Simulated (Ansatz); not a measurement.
Predict the output of the script below (the Ansatz DFT code, driven from Python).

Script `opt.py`:
```python
"""Relax the CH6GeTe molecule."""

import ansatz as az
import numpy as np

geometry_ang = [
    ("Ge", [-0.5253, 0.8507, -0.8344]),
    ("C", [0.4715, -0.468, 0.0627]),
    ("Te", [-0.3148, -0.7384, 2.0341]),
    ("H", [-1.9807, 0.4543, -0.918]),
    ("H", [-0.0228, 1.0864, -2.2997]),
    ("H", [-0.4748, 2.246, -0.0654]),
    ("H", [1.5622, -0.1403, 0.1172]),
    ("H", [0.4433, -1.4038, -0.5018]),
    ("H", [0.9299, -1.9331, 2.3882]),
]
molecule = az.Crystal.molecule()
for symbol, xyz in geometry_ang:
    molecule = molecule.atom(symbol, xyz)

base = (
    molecule.calculation()
    .basis(gaussian="def2-SVP")
    .functional("b3lyp")
)
symbols = [site.symbol for site in molecule.cartesian_sites]
start = np.array([site.position_ang for site in molecule.cartesian_sites], dtype=float)
def progress(event):
    if event["event"] == "relax_step":
        row = event["data"]
        print(f"step {row['step']:3d}  E = {row['lagrangian_ev']:.6f} eV  max force {row['allowed_force_max_ev_ang']:.4f} eV/A")


r = base.relax(force_tolerance=0.02, max_steps=100).session().plan().execute(on_event=progress).report
end = np.array(r["positions_ang"])

print(f"E = {r['free_energy_ev']:.6f} eV = {r['free_energy_ev'] / 27.211386246:.7f} Ha")
print("converged:", r["converged"], " doubts:", r["published_state_doubts"] or "none")

print("bond        before    after (A)")
for i, j in [(0, 1), (0, 3), (0, 4), (0, 5), (1, 2), (1, 6), (1, 7), (2, 8)]:
    d0, d1 = (np.linalg.norm(xyz[i] - xyz[j]) for xyz in (start, end))
    print(f"{symbols[i]}{i}-{symbols[j]}{j}".ljust(10), f"{d0:8.4f} {d1:8.4f}")

charges = r["charge_distribution"]
dipole = np.array(charges["dipole_moment_e_ang"]) * 4.803205
print("dipole (D): {:.3f} {:.3f} {:.3f}, length {:.3f}".format(*dipole, np.linalg.norm(dipole)))
print("atom  Mulliken   Lowdin")
for symbol, m, l in zip(symbols, charges["mulliken_charges_e"], charges["lowdin_charges_e"]):
    print(f"{symbol:4s} {m:9.3f} {l:8.3f}")
with open("ch6gete_opt.xyz", "w") as handle:
    handle.write(f"{len(symbols)}\nrelaxed CH6GeTe\n")
    handle.writelines(f"{s:2s} {x:11.6f} {y:11.6f} {z:11.6f}\n" for s, (x, y, z) in zip(symbols, end))
```

```console
$ python opt.py
step   1  E = -64941.228825 eV  max force 2.1999 eV/A
step   2  E = -64941.355732 eV  max force 1.4072 eV/A
step   3  E = -64941.464060 eV  max force 0.3030 eV/A
step   4  E = -64941.473474 eV  max force 0.1014 eV/A
step   5  E = -64941.474886 eV  max force 0.0205 eV/A
step   6  E = -64941.474930 eV  max force 0.0075 eV/A
E = -64941.475198 eV = -2386.5551946 Ha
converged: True  doubts: none
bond        before    after (A)
Ge0-C1       1.8808   1.9744
Ge0-H3       1.5107   1.5424
Ge0-H4       1.5669   1.5439
Ge0-H5       1.5940   1.5422
C1-Te2       2.1396   2.1916
C1-H6        1.1402   1.0986
C1-H7        1.0932   1.0986
Te2-H8       1.7612   1.6743
dipole (D): 0.653 -0.204 -0.719, length 0.992
atom  Mulliken   Lowdin
Ge       0.345    0.180
C       -0.333   -0.192
Te       0.047    0.210
H       -0.070   -0.053
H       -0.070   -0.052
H       -0.069   -0.052
H        0.082    0.010
H        0.083    0.010
H       -0.015   -0.061
```

`ch6gete_opt.xyz`, as written:
```text
9
relaxed CH6GeTe
Ge   -0.564805    0.918621   -0.877523
C     0.483777   -0.459014    0.071577
Te   -0.237016   -0.832204    2.107311
H    -2.042757    0.487847   -0.972274
H     0.011475    1.085005   -2.300108
H    -0.474623    2.263372   -0.128022
H     1.531430   -0.135297    0.138858
H     0.431540   -1.405164   -0.484239
H     0.949479   -1.969365    2.427322
```

Reading the output:
- Total energies depend on the basis set; only differences at equal settings carry meaning.
- The end point is the stationary point reached from this start; no frequency run checks that it is a minimum, and the basis set is modest.
- def2 sets replace the cores of elements past krypton by effective core potentials.
- The Löwdin charges here are taken after orthogonalising the functions within each atom; they differ from plain Löwdin charges, and their signs can be unphysical.
- b3lyp holds the VWN-RPA fit, as in Gaussian; the form of ORCA and Turbomole is b3lyp5.
- Timing: 45 s on 1 thread of Arm Neoverse V1 (shared host), peak memory 0.32 GiB.

(Lines on the test bed's own set-up are left out of the output.)
